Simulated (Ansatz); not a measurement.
# CH3Al: the cost of one run

Computed with Ansatz 0.2.0, Gaussian basis. Level: PBE0-D4/def2-TZVP structures, single points in def2-TZVPP, no counterpoise correction.

Levels: SPW92, PBE-D4, BLYP-D4, r2SCAN-D4, B97M-V, PBE0-D4, B3LYP-D4, r2SCAN0-D4, BHLYP-D4, CAM-B3LYP-D4, wB97X-V, wB97M-V, B2PLYP, PBE-QIDH, RPA on PBE, Hartree-Fock, MP2, CCSD, CCSD(T).

Correlated methods freeze the cores. B3LYP uses VWN-RPA correlation. B2PLYP carries no dispersion term here.

56 further runs of the same task are left out: 56 set aside as unsound or not needed.

**1. Where the work starts**

The complex: 12 atoms, charge 0, spin multiplicity 1.

Atoms are counted from 1 here; the program's logs count them from 0.

Bond lengths: Al1–N2 2.225 Å, Al1–C5 2.021 Å, N2–C3 1.467 Å, N2–H4 1.016 Å, N2–H6 1.014 Å, C3–H7 1.090 Å, C3–H8 1.092 Å, C3–H9 1.092 Å, C5–H10 1.100 Å, C5–H11 1.101 Å, C5–H12 1.095 Å. Angles: N2–Al1–C5 87.2°, Al1–N2–C3 109.8°, Al1–N2–H4 109.8°, Al1–N2–H6 108.8°, C3–N2–H4 110.4°, C3–N2–H6 110.2°, H4–N2–H6 107.7°, N2–C3–H7 109.1°, N2–C3–H8 108.9°, N2–C3–H9 112.9°, H7–C3–H8 108.0°, H7–C3–H9 108.8°, H8–C3–H9 109.1°, Al1–C5–H10 113.6°, Al1–C5–H11 110.1°, Al1–C5–H12 112.8°, H10–C5–H11 106.6°, H10–C5–H12 106.8° and more.

Coordinates:

```
Al   -1.5629    0.9305    0.0379
N    -0.2885   -0.7499    0.7469
C     0.9343   -0.2216    1.3610
H    -0.0591   -1.3607   -0.0316
C    -0.6236    0.7608   -1.7433
H    -0.8123   -1.2949    1.4224
H     1.5062    0.3197    0.6069
H     0.6585    0.4846    2.1466
H     1.5671   -1.0024    1.7891
H     0.4731    0.7930   -1.6672
H    -0.8784   -0.2010   -2.2156
H    -0.9141    1.5419   -2.4532
```

Its parts: CH₃Al holds atoms 1, 5, 10, 11, 12; CH₅N holds atoms 2, 3, 4, 6, 7, 8, 9. Each part counts its atoms afresh in its own runs.

**2. Relaxing CH₃Al alone**

relax-a/in.yaml reads:

```yaml
crystal:
  periodic: [false, false, false]
  atoms:
    - {symbol: Al, position_ang: [-1.562932, 0.930476, 0.037914]}
    - {symbol: C, position_ang: [-0.623608, 0.760816, -1.743282]}
    - {symbol: H, position_ang: [0.473127, 0.792987, -1.667157]}
    - {symbol: H, position_ang: [-0.878431, -0.201020, -2.215629]}
    - {symbol: H, position_ang: [-0.914138, 1.541903, -2.453191]}
basis:
  gaussian: {orbitals: def2-TZVP}
hamiltonian: {xc: pbe0, dispersion: d4}
relax: {f_tol: 0.005, max_steps: 200}
```

On the command line:

```sh
$ ansatz run in.yaml --threads 4 --pin off --events-out ev --progress --plain --max-ram 9574MiB
```

**Question.** How long does this run take on 4 threads of Arm Neoverse V1, shared host?

About 2.3 s.
